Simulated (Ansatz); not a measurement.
# CH₅FSi₂: one species, many methods

How much do the methods differ for CH₅FSi₂? The plan is to run it at one geometry with functionals of several rungs and with coupled cluster, and see how far each lands from CCSD(T) at the basis-set limit for the atomisation energy.

Method: functionals in def2-TZVPP, the program's frozen cores in correlated methods; program: Ansatz 0.2.0, Gaussian basis.

Levels to be run: LDA (SPW92), PBE-D4, revPBE-D4, BLYP-D4, r2SCAN-D4, B97M-V, PBE0-D4, B3LYP-D4, r2SCANh-D4, r2SCAN0-D4, HSE06-D4, BHLYP-D4, CAM-B3LYP-D4, LC-ωPBE, ωB97X-V, ωB97M-V, B2PLYP, PBE-QIDH; CCSD(T)/def2-SVP; CCSD(T)/def2-TZVPP; MP2/def2-QZVPP; extrapolation to the limit; RPA on PBE.

## Step 1: The relaxed structure

An earlier PBE0-D4 in a triple-zeta def2 set relaxation fixed the geometry.

9 atoms, charge 0, spin multiplicity 1.

Atoms are counted from 1 here; the program's logs count them from 0.

Bond lengths: F1–Si2 1.621 Å, Si2–C3 1.881 Å, C3–Si4 1.883 Å, C3–H6 1.095 Å, C3–H7 1.096 Å, Si4–H5 1.491 Å, Si4–H8 1.484 Å, Si4–H9 1.486 Å. Angles: F1–Si2–C3 98.9°, Si2–C3–Si4 111.4°, Si2–C3–H6 109.3°, Si2–C3–H7 111.0°, Si4–C3–H6 108.3°, Si4–C3–H7 107.6°, H6–C3–H7 109.3°, C3–Si4–H5 110.0°, C3–Si4–H8 110.1°, C3–Si4–H9 111.1°, H5–Si4–H8 108.2°, H5–Si4–H9 107.9°, H8–Si4–H9 109.5°.

Geometry (Å):

```mol
CH5FSi2
  3D, bonds by distance, orders not assigned

  9  8  0  0  0  0  0  0  0  0999 V2000
   -0.0713   -0.4149   -2.5498 F   0  0
    0.3899    0.9525   -1.8125 Si  0  0
    0.8556    0.2373   -0.1366 C   0  0
   -0.6724   -0.1981    0.8739 Si  0  0
   -1.7063    0.8645    0.7186 H   0  0
    1.4380    0.9773    0.4229 H   0  0
    1.4482   -0.6779   -0.2517 H   0  0
   -1.2489   -1.4802    0.3989 H   0  0
   -0.3443   -0.3069    2.3193 H   0  0
  1  2  8  0
  2  3  8  0
  3  4  8  0
  3  6  8  0
  3  7  8  0
  4  5  8  0
  4  8  8  0
  4  9  8  0
M  END
```

## Step 2: LDA

This LDA is Slater exchange with PW92 correlation.

File in.yaml:

```yaml
crystal:
  periodic: [false, false, false]
  atoms:
    - {symbol: F, position_ang: [-0.071275, -0.414929, -2.549797]}
    - {symbol: Si, position_ang: [0.389902, 0.952483, -1.812489]}
    - {symbol: C, position_ang: [0.855639, 0.237336, -0.136619]}
    - {symbol: Si, position_ang: [-0.672380, -0.198050, 0.873910]}
    - {symbol: H, position_ang: [-1.706298, 0.864455, 0.718561]}
    - {symbol: H, position_ang: [1.438047, 0.977332, 0.422945]}
    - {symbol: H, position_ang: [1.448202, -0.677903, -0.251743]}
    - {symbol: H, position_ang: [-1.248943, -1.480175, 0.398856]}
    - {symbol: H, position_ang: [-0.344294, -0.306850, 2.319274]}
basis:
  gaussian: {orbitals: def2-TZVPP}
hamiltonian: {xc: lda}
output: {orbitals: {seedname: orbitals}}
```

Started as:

```sh
$ ansatz run in.yaml --threads 2 --pin off --events-out ev --progress --plain --max-ram 4352MiB
```

The runs that follow: PBE-D4 (GGA); revPBE-D4 (GGA); BLYP-D4 (GGA); r2SCAN-D4 (meta-GGA); B97M-V (meta-GGA); B3LYP-D4 (hybrid); r2SCANh-D4 (hybrid); r2SCAN0-D4 (hybrid); HSE06-D4 (hybrid); BHLYP-D4 (hybrid); CAM-B3LYP-D4 (range-separated); LC-ωPBE (range-separated); ωB97X-V (range-separated); ωB97M-V (range-separated); B2PLYP (double hybrid); PBE-QIDH (double hybrid); CCSD(T) in def2-SVP; CCSD(T) in def2-TZVPP; MP2 in def2-QZVPP; RPA on PBE orbitals.

Before running them: what should the planned runs give, taken together? Wanted: atomisation energy, CCSD(T)/CBS; farthest beyond LDA; mean size of error, GGA; mean size of error, meta-GGA; mean size of error, hybrid; mean size of error, range-separated; mean size of error, double hybrid; gap, smallest and largest; T1 diagnostic.

As calculated:

| quantity | value |
| --- | --- |
| atomisation energy, CCSD(T)/CBS | 3102.7 kJ/mol |
| functionals within 15.5 kJ/mol (0.5 %) | PBE-D4, r2SCAN-D4, B97M-V, B3LYP-D4, CAM-B3LYP-D4, ωB97X-V, ωB97M-V |
| farthest beyond LDA | BHLYP-D4 (-76.9 kJ/mol) |
| mean size of error, GGA | 28.6 kJ/mol |
| mean size of error, meta-GGA | 10.7 kJ/mol |
| mean size of error, hybrid | 40.1 kJ/mol |
| mean size of error, range-separated | 15.5 kJ/mol |
| mean size of error, double hybrid | 45.4 kJ/mol |
| gap, smallest and largest | 2.56 eV (LDA (SPW92)), 9.34 eV (LC-ωPBE) |
| T1 diagnostic | 0.0137 |
| triples share of the correlation energy | 3.4 % |

In words: The LDA atomisation energy is off by 371.4 kJ/mol (12 %): it overbinds. PBE-D4 misses by +3.6 kJ/mol. Double hybrids carry the basis error of their MP2 part in triple zeta, and no dispersion term here, so their miss is partly the set-up's. The rungs meta-GGA, range-separated miss on average by less than the doubt on the reference (15.5 kJ/mol), so they tie. The reference freezes the cores and leaves out relativity and excitations past (T), so misses under about 15.5 kJ/mol can't be ranked. Hartree-Fock recovers 75 % of the binding; the rest is correlation. CCSD(T) in def2-SVP is off by -211.8 kJ/mol, worse than the median functional, from the basis alone. Orbital gaps span 2.6 to 9.3 eV; exact exchange widens them. The restricted reference is unstable towards a spin-broken one.
